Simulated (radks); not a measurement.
**Cu in [Ar] 3d10 4s1: an all-electron calculation**

The task here is to estimate one member of a computed series from the others.

Method: scalar-relativistic Kohn-Sham, r2SCAN, spin-polarised, spherical densities, finite nucleus; open shells are filled with parallel spins first. Code: radks (a radial shooting solver on a logarithmic mesh, Libxc functionals) version 1.

### Starting point

| Item | Value |
| --- | --- |
| element | copper (Z = 29) |
| charge | 0 |
| electrons | 29 |
| configuration | [Ar] 3d10 4s1 |
| nuclear rms radius | 3.8823 fm |

Outer shells as boxes (Hund's rule):

Cu
```
[Ar] core
3d [↑↓][↑↓][↑↓][↑↓][↑↓]
4s [↑ ]
```

The first run:

The run's settings:

```text
Z 29
configuration [Ar] 3d10 4s1 4p0 5s0 4d0 4f0
relativity scalar-relativistic
functional r2scan,r2scan
spin polarised
nucleus finite rms 3.8823 fm
c 137.035999084
```

Among the steps run: Self-consistent calculation.

One of the session's tables, all rows but one given; the rest of the session is left out.

It belongs to the step «Orbitals and density». From the orbitals of this run (lengths in bohr):

```
  level      <r>  outermost maximum (interpolated)  90 % within  nodes
  1s up  0.05214                            0.0341       0.0931      0
1s down  0.05214                            0.0341       0.0931      0
2s down   0.2348                             0.196        0.363      1
  2s up   0.2348                             0.196        0.363      1
2p down        ?                                 ?            ?      ?
  2p up   0.2063                             0.158        0.337      0
3s down   0.7115                             0.613         1.07      2
  3s up   0.7118                             0.613         1.07      2
3p down   0.7493                             0.620         1.16      1
  3p up   0.7502                             0.620         1.16      1
  4s up    2.900                              2.31         4.47      3
  3d up    1.058                             0.607         1.93      0
3d down    1.021                             0.605         1.84      0
4s down    2.997                              2.29         4.72      3
```

**Question.** Estimate the row for 2p down.

As computed: <r>: 0.2064; outermost maximum (interpolated): 0.158; 90 % within: 0.337; nodes: 0. In the column «<r>» it lies between 2p up (0.2063) and 2s down (0.2348).
